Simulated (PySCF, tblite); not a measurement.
**C₃H₉BrOSi₂: geometry, infrared bands and NMR shifts**

What infrared bands and NMR shifts should C₃H₉BrOSi₂ (`C=C(C)[Si@H](Br)O[SiH3]`) show?

The runs use tblite 0.8.0 and PySCF 2.14.0, with density-fitted response routines of our own; the level of theory stands in each step. All values are computed, except where a source is named. Atoms count from 0, in the outputs and in this text.

## (1) Starting geometry

16 atoms, charge 0, multiplicity 1; geometry from: force field or distance geometry start.

Bonds of the start (Å): C0–C1 1.34, C1–C2 1.47, C1–Si3 1.84, Si3–Br4 2.28, Si3–O5 1.69, O5–Si6 1.71, C0–H7 1.10, C0–H8 1.06, C2–H9 1.10, C2–H10 1.12, C2–H11 1.10, Si3–H12 1.46, Si6–H13 1.49, Si6–H14 1.46, Si6–H15 1.48.

## (2) Geometry optimisation with GFN2-xTB

What the job is given:

```
{"job": {"kind": "relax", "xc": "GFN2-xTB", "basis": "xTB"}, "charge": 0, "multiplicity": 1}
C     -0.797300    -0.102200     1.339500
C     -0.976900    -0.109900     0.012500
C     -2.338000     0.151900    -0.486900
Si     0.386900    -0.438200    -1.179400
Br     1.207900    -2.518100    -0.712000
O      1.649500     0.680800    -1.108300
Si     2.480100     0.619200     0.384800
H     -1.691100     0.115700     1.945900
H      0.116900    -0.276300     1.851800
H     -3.065800     0.395700     0.302600
H     -2.689300    -0.798400    -0.974700
H     -2.389600     0.950100    -1.246600
H     -0.129000    -0.498200    -2.540900
H      1.973600     1.729500     1.232700
H      2.325700    -0.681800     1.030100
H      3.928700     0.789200     0.137600
```

Started as:

```bash
> OMP_NUM_THREADS=1 python probes_run.py task.json out
```

This one command runs all jobs of the session in turn.

The log of the run:

```text
step      E/eV     max force
  0    -618.33960    2.428
  1    -618.52524    1.658
  2    -618.61722    0.934
  3    -618.67989    0.903
  4    -618.76041    0.563
  5    -618.79221    0.553
  6    -618.84563    0.723
  7    -618.87874    0.600
  8    -618.91101    0.455
  9    -618.93699    0.417
 10    -618.96750    0.525
 11    -618.99668    0.567
 12    -619.02301    0.449
 13    -619.04023    0.318
 14    -619.05040    0.233
 15    -619.05914    0.294
 16    -619.06711    0.203
 17    -619.07294    0.211
 18    -619.07883    0.207
 19    -619.08527    0.249
 20    -619.09176    0.233
 21    -619.09808    0.194
 22    -619.10318    0.173
 23    -619.10635    0.113
 24    -619.10826    0.093
 25    -619.10960    0.101
 26    -619.11094    0.093
 27    -619.11245    0.103
 28    -619.11395    0.100
 29    -619.11524    0.089
 30    -619.11629    0.089
 31    -619.11715    0.081
 32    -619.11793    0.097
 33    -619.11868    0.083
 34    -619.11935    0.069
 35    -619.11993    0.068
 36    -619.12049    0.061
 37    -619.12105    0.054
 38    -619.12158    0.069
 39    -619.12205    0.059
 40    -619.12246    0.055
 41    -619.12284    0.054
 42    -619.12322    0.047
 43    -619.12361    0.060
 44    -619.12403    0.058
 45    -619.12445    0.059
 46    -619.12478    0.038
 47    -619.12497    0.027
 48    -619.12508    0.025
 49    -619.12519    0.023
 50    -619.12532    0.026
 51    -619.12548    0.034
 52    -619.12567    0.031
 53    -619.12587    0.037
 54    -619.12609    0.039
 55    -619.12631    0.038
 56    -619.12654    0.046
 57    -619.12677    0.042
 58    -619.12698    0.033
 59    -619.12717    0.029
 60    -619.12731    0.028
 61    -619.12745    0.031
 62    -619.12764    0.036
 63    -619.12791    0.042
 64    -619.12822    0.041
 65    -619.12853    0.040
 66    -619.12884    0.044
 67    -619.12924    0.056
 68    -619.12983    0.060
 69    -619.13052    0.066
 70    -619.13110    0.059
 71    -619.13156    0.050
 72    -619.13211    0.057
 73    -619.13303    0.080
 74    -619.13443    0.095
 75    -619.13592    0.113
 76    -619.13718    0.108
 77    -619.13789    0.114
 78    -619.13889    0.107
 79    -619.13985    0.078
 80    -619.14202    0.094
 81    -619.14289    0.091
 82    -619.14462    0.097
 83    -619.14571    0.090
 84    -619.14668    0.066
 85    -619.14772    0.051
 86    -619.14883    0.069
 87    -619.14943    0.067
 88    -619.15044    0.074
 89    -619.15144    0.079
 90    -619.15231    0.101
 91    -619.15312    0.056
 92    -619.15354    0.050
 93    -619.15398    0.051
 94    -619.15440    0.050
 95    -619.15480    0.047
 96    -619.15530    0.065
 97    -619.15572    0.040
 98    -619.15608    0.054
 99    -619.15637    0.046
100    -619.15655    0.036
101    -619.15668    0.025
102    -619.15677    0.022
103    -619.15693    0.027
104    -619.15706    0.035
105    -619.15720    0.041
106    -619.15735    0.039
107    -619.15758    0.036
108    -619.15787    0.041
109    -619.15813    0.033
110    -619.15830    0.030
111    -619.15842    0.031
112    -619.15859    0.036
113    -619.15893    0.052
114    -619.15958    0.065
115    -619.16059    0.085
116    -619.16150    0.081
117    -619.16188    0.114
118    -619.16262    0.077
119    -619.16298    0.047
120    -619.16340    0.044
121    -619.16370    0.031
122    -619.16388    0.030
123    -619.16397    0.019
124    -619.16405    0.020
125    -619.16412    0.023
126    -619.16416    0.019
127    -619.16421    0.012
128    -619.16424    0.013
129    -619.16427    0.010
130    -619.16428    0.010
131    -619.16429    0.007
```

It took 1.2 s on 1 thread of Arm Neoverse V1, shared host; peak memory 0.18 GiB.

Relaxation path: (not every step is listed)

```tsv
step	energy from step 0 (eV)	largest force (eV/Å)
0	0.0000	2.4276
1	-0.1856	1.6582
2	-0.2776	0.9336
3	-0.3403	0.9026
4	-0.4208	0.5633
5	-0.4526	0.5528
6	-0.5060	0.7231
7	-0.5391	0.5997
8	-0.5714	0.4554
19	-0.7457	0.2488
30	-0.7767	0.0890
41	-0.7832	0.0541
52	-0.7861	0.0309
63	-0.7883	0.0419
74	-0.7948	0.0953
85	-0.8081	0.0506
96	-0.8157	0.0653
107	-0.8180	0.0355
118	-0.8230	0.0774
126	-0.8246	0.0188
127	-0.8246	0.0116
128	-0.8246	0.0128
129	-0.8247	0.0104
130	-0.8247	0.0103
131	-0.8247	0.0073
```

Distances of close pairs at the start and the end, largest changes first:

```tsv
bond	before (Å)	after (Å)	change (Å)
Si3–O5	1.689	1.606	-0.083
O5–Si6	1.710	1.629	-0.081
Si3–Br4	2.284	2.215	-0.070
C1–Si3	1.841	1.878	+0.038
C2–H10	1.124	1.090	-0.034
Si6–H13	1.486	1.459	-0.027
C1–C2	1.473	1.498	+0.024
C0–H7	1.102	1.080	-0.022
```

The next job starts from the end point, and lists it.

## (3) Vibrational analysis with GFN2-xTB

What the job is given:

```
{"job": {"kind": "ir", "xc": "GFN2-xTB", "basis": "xTB"}, "charge": 0, "multiplicity": 1}
C     -1.172171     0.502234     1.304960
C     -1.238160     0.032641     0.066309
C     -2.523755    -0.443595    -0.536468
Si     0.281763    -0.067157    -1.032996
Br     0.605384    -2.189201    -1.578682
O      1.597123     0.434411    -0.260577
Si     3.012776     0.347648     0.540321
H     -2.042345     0.564020     1.941122
H     -0.243652     0.842635     1.732820
H     -3.349317    -0.338741     0.164151
H     -2.442153    -1.491201    -0.826953
H     -2.751694     0.127851    -1.436186
H      0.218113     0.669648    -2.283980
H      2.935978     1.468968     1.470761
H      3.064921    -0.949081     1.208727
H      4.039591     0.497865    -0.484741
```

The log of the run:

```text
mode    cm-1     km/mol
  1     -19.2      0.67
  2      14.5      0.20
  3      34.0      0.27
  4      52.7      3.69
  5      90.7      3.69
  6     143.9      2.70
  7     160.9     11.00
  8     192.1     14.67
  9     283.3      9.03
 10     336.2      0.84
 11     405.9     28.03
 12     439.7     33.26
 13     569.3     13.41
 14     608.0     53.89
 15     617.7     34.68
 16     638.8     80.35
 17     668.3    158.41
 18     693.0    172.13
 19     720.7    207.75
 20     759.8    215.00
 21     772.2    231.33
 22     817.5    417.26
 23     915.9     26.28
 24     966.5      9.23
 25    1018.7     21.66
 26    1043.6      0.69
 27    1110.1    601.83
 28    1228.4      5.36
 29    1404.9      4.06
 30    1421.4      4.07
 31    1483.0      8.85
 32    1488.2      3.96
 33    1684.5      7.61
 34    2287.6    310.03
 35    2294.6    312.36
 36    2303.1     93.37
 37    2334.7    274.74
 38    2995.9     24.35
 39    3010.5     25.22
 40    3030.9     27.88
 41    3075.4     38.43
 42    3110.6     36.83
```

Run time: 0.69 s. Hardware: 1 thread of Arm Neoverse V1, shared host; peak memory 0.18 GiB.

Which atoms move in the most intense modes:

```tsv
cm⁻¹	km/mol	atoms
721	207.8	H12 41 %, Si3 30 %
760	215.0	H13 54 %, H15 35 %
772	231.3	H14 59 %, H15 27 %
818	417.3	H13 29 %, H15 27 %, H14 26 %, Si6 14 %
1110	601.8	O5 77 %, Si3 13 %
2288	310.0	H14 76 %, H13 13 %
2295	312.4	H13 68 %, H15 24 %
2335	274.7	H12 96 %
```

## (4) Shielding tensors: PBE0/pcSseg-1

Same as in step 3 but for these lines:

```diff
@@ -1,2 +1,2 @@
-{"job": {"kind": "ir", "xc": "GFN2-xTB", "basis": "xTB"}, "charge": 0, "multiplicity": 1}
+{"job": {"kind": "nmr", "xc": "PBE0", "basis": "pcSseg-1"}, "charge": 0, "multiplicity": 1}
 C     -1.172171     0.502234     1.304960
```

With the program's defaults for keys left out, this is: GIAO PBE0/pcSseg-1 NMR shielding, non-relativistic, gas phase.

The log of the run:

```text
coarse grid: 63128 points
cycle   1  E = -3346.9897253179  dE = -4.902e-01  |g| = 1.046e+00  |ddm| = 3.752e+00
cycle   2  E = -3346.8119468858  dE =  1.778e-01  |g| = 1.304e+00  |ddm| = 1.558e+00
cycle   3  E = -3347.1051907003  dE = -2.932e-01  |g| = 2.760e-01  |ddm| = 1.212e+00
cycle   4  E = -3347.1178080356  dE = -1.262e-02  |g| = 6.005e-02  |ddm| = 2.295e-01
cycle   5  E = -3347.1185748920  dE = -7.669e-04  |g| = 2.014e-02  |ddm| = 6.886e-02
cycle   6  E = -3347.1186636833  dE = -8.879e-05  |g| = 6.548e-03  |ddm| = 2.030e-02
cycle   7  E = -3347.1186736750  dE = -9.992e-06  |g| = 2.050e-03  |ddm| = 6.854e-03
final grid: 130112 points
cycle   8  E = -3347.1186993648  dE =  1.825e-06  |g| = 3.355e-03  |ddm| = 4.781e-03
cycle   9  E = -3347.1186932108  dE =  6.154e-06  |g| = 5.892e-03  |ddm| = 7.577e-03
cycle  10  E = -3347.1187022498  dE = -9.039e-06  |g| = 3.223e-04  |ddm| = 4.846e-03
cycle  11  E = -3347.1187022744  dE = -2.461e-08  |g| = 3.408e-05  |ddm| = 2.995e-04
cycle  12  E = -3347.1187022746  dE = -2.069e-10  |g| = 1.064e-05  |ddm| = 3.235e-05
converged SCF energy = -3347.1187022746

GIAO shielding tensors (ppm)
atom      isotropic    diamagn.    paramagn.     s11        s22        s33       span
  0 C       51.838     254.955    -203.117    -62.165     63.617    154.062    216.228
  1 C       34.715     266.582    -231.867    -77.018     16.333    164.830    241.848
  2 C      163.339     245.687     -82.348    150.412    153.765    185.841     35.429
  3 Si     366.978     880.888    -513.910    332.237    361.728    406.970     74.733
  4 Br    2571.337    3127.320    -555.983   2288.429   2566.161   2859.421    570.991
  5 O      297.238     399.699    -102.462    230.384    302.342    358.987    128.602
  6 Si     389.839     880.139    -490.301    354.258    363.135    452.122     97.864
  7 H       25.527      31.548      -6.021     22.676     24.792     29.113      6.437
  8 H       25.883      34.288      -8.405     23.153     23.908     30.588      7.434
  9 H       29.839      28.963       0.875     25.898     28.152     35.466      9.568
 10 H       29.435      28.945       0.490     23.874     31.005     33.427      9.553
 11 H       29.858      28.287       1.571     25.845     28.196     35.534      9.689
 12 H       25.961      29.449      -3.488     22.191     23.943     31.750      9.558
 13 H       26.532      29.612      -3.079     22.600     24.998     31.999      9.399
 14 H       26.419      29.938      -3.519     22.663     25.623     30.970      8.307
 15 H       26.474      28.338      -1.864     22.652     24.782     31.987      9.335
```

Run time: 42 s. Hardware: 1 thread of Arm Neoverse V1, shared host; peak memory 1 GiB.

Shifts follow as δ = σ(reference) − σ, with reference shieldings (ppm) from runs at the same level and on the same kind of geometry: ¹H TMS 31.72, ¹³C TMS 186.9, ²⁹Si TMS 349.2, ¹⁷O H2O 336.1, ⁷⁹Br HBr 2622. The references are single molecules in the gas phase, so shifts against H2O, NH3, PH3, H3PO4 or CFCl3 are not on the usual liquid scales and can be off by tens of ppm. Atoms listed in one row are averaged.

```tsv
atoms	environment	σ (ppm)	δ (ppm)	δ scaled to CDCl3
C1	fully substituted alkene carbon	34.7	152.2	146.6
C0	terminal =CH2 carbon	51.8	135.1	129.9
C2	allylic methyl carbon	163.3	23.6	21.1
H7	hydrogen on a terminal =CH2 carbon	25.53	6.19	5.94
H8	hydrogen on a terminal =CH2 carbon	25.88	5.83	5.61
H12	hydrogen on a silicon bonded to C, Br, O	25.96	5.76	–
H13, H14, H15	hydrogen on a silicon bonded to O	26.48	5.24	–
H9, H10, H11	hydrogen on an allylic methyl carbon	29.71	2.01	2.00
Si3	silicon bonded to C, Br, O, H	367.0	-17.8	–
Si6	silicon bonded to O, 3 H	389.8	-40.7	–
Br4	bromine bonded to Si	2571	51	–
O5	oxygen bonded to 2 Si	297.2	38.8	–
```

The scaled column applies a straight-line fit of computed shieldings to shifts measured in CDCl3, with any fitted terms for Cl, Br or S neighbours (root-mean-square error 0.16 ppm for H, 1.9 ppm for C).

Charges from the same density, by scheme (e):

```tsv
atoms	Mulliken	IAO	Hirshfeld	ESP fit
C0	-0.08	-0.29	-0.09	-0.51
C1	-0.62	-0.27	-0.09	0.27
C2	-0.19	-0.42	-0.12	-0.52
Si3	1.10	1.09	0.40	0.05
Br4	-0.40	-0.29	-0.12	-0.13
O5	-0.72	-0.88	-0.30	-0.26
Si6	0.72	0.89	0.40	0.58
```

Mayer bond orders: C0–C1 1.98, C1–C2 1.04, C1–Si3 0.84, Si3–Br4 0.90, Si3–O5 1.00, O5–Si6 0.88.

## (5) Summary of results

```
                                                              quantity                             value
                             strongest single infrared mode (GFN2-xTB)             1110 cm⁻¹, 602 km/mol
                                          zero-point energy (GFN2-xTB)                     67.5 kcal/mol
                                ¹³C shifts against TMS (PBE0/pcSseg-1)            152.2, 135.1, 23.6 ppm
¹H shifts against TMS (PBE0/pcSseg-1, means over atoms taken as alike)  6.19, 5.83, 5.76, 5.24, 2.01 ppm
                               ²⁹Si shifts against TMS (PBE0/pcSseg-1)                  -17.8, -40.7 ppm
                               ⁷⁹Br shifts against HBr (PBE0/pcSseg-1)                            51 ppm
                                ¹⁷O shifts against H2O (PBE0/pcSseg-1)                          38.8 ppm
```

In words: Over 131 steps the energy fell by 0.825 eV; of the close pairs, Si3–O5 changed most, 1.689 to 1.606 Å. The lowest mode is slightly imaginary (19i cm⁻¹), a soft motion within the noise of the Hessian, so the minimum is not strictly shown. The strongest single mode, at 1110 cm⁻¹, moves mainly O5. GFN2-xTB is a fitted tight-binding method: band positions and strengths are rough. Its intensities can rank the bands wrongly. C1 (fully substituted alkene carbon) lies farthest downfield among carbon, at 152.2 ppm; an sp2 carbon of a C=C bond. At PBE0/pcSseg-1: The widest tensor belongs to Br4: span 571 ppm, with a paramagnetic part of -556 ppm. Spin-orbit coupling is left out, which matters for shieldings and couplings at and beside the heavy atoms.
